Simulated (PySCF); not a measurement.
# C₃H₇ClO₃Si: electronic excitations

Aim: predict the electronic excitations of C₃H₇ClO₃Si (`COC(=O)OC[SiH2]Cl`).

Programs: PySCF 2.14.0, with density-fitted response routines of our own. Each step states its level of theory. These are calculated values for one molecule in the gas phase, unless marked as measured. Atoms count from 0, in the outputs and in this text.

## Step 1: The starting structure

15 atoms, charge 0, multiplicity 1; geometry from: GFN2-xTB.

Bonds of the start (Å): C0–O1 1.43, O1–C2 1.32, C2–O3 1.21, C2–O4 1.30, O4–C5 1.43, C5–Si6 1.93, Si6–Cl7 2.06, C0–H8 1.09, C0–H9 1.09, C0–H10 1.09, C5–H11 1.09, C5–H12 1.09, Si6–H13 1.45, Si6–H14 1.45.

## Step 2: Excited states and response: B3LYP/def2-SVPD

The job: settings as JSON, then the geometry in Å.

```
{"job": {"kind": "uv", "xc": "B3LYP", "basis": "def2-SVPD", "nstates": 8, "ntriplets": 3}, "charge": 0, "multiplicity": 1}
C     -2.864063    -0.249854    -0.699955
O     -1.982373     0.213295     0.321524
C     -0.683899     0.122589     0.103829
O     -0.181870    -0.339685    -0.900547
O     -0.017074     0.594326     1.121496
C      1.412006     0.549732     1.025816
Si     2.098642    -0.236406    -0.592235
Cl     4.102704    -0.068278    -0.165856
H     -3.592034    -0.906194    -0.225410
H     -2.308231    -0.786842    -1.468986
H     -3.369793     0.612127    -1.136308
H      1.758222     1.580601     1.135252
H      1.757353    -0.000211     1.904583
H      1.952718     0.599073    -1.773809
H      1.913279    -1.676285    -0.682618
```

With the program's defaults for keys left out, this is: TDDFT B3LYP/def2-SVPD, vertical, gas phase, core orbitals frozen in the response.

Started as:

```sh
OMP_NUM_THREADS=1 python probes_run.py task.json out
```

The driver reads the jobs from task.json and runs them one after another.

Predict these results of the whole session: lowest singlet (B3LYP/def2-SVPD); brightest single state of those computed; lowest triplet.

As calculated:

```
                                quantity                        value
        lowest singlet (B3LYP/def2-SVPD)  7.25 eV (171 nm), f = 0.000
brightest single state of those computed  state 4, 7.45 eV, f = 0.017
                          lowest triplet                      6.78 eV
```

In words: The lowest singlet, at 7.25 eV, is HOMO−1→LUMO 0.82 and is dark; of the 8 states computed, the strongest absorption comes from state 4 at 7.45 eV. The lowest triplet lies 0.47 eV below the lowest singlet (triplets in Tamm-Dancoff, singlets in full TDDFT).
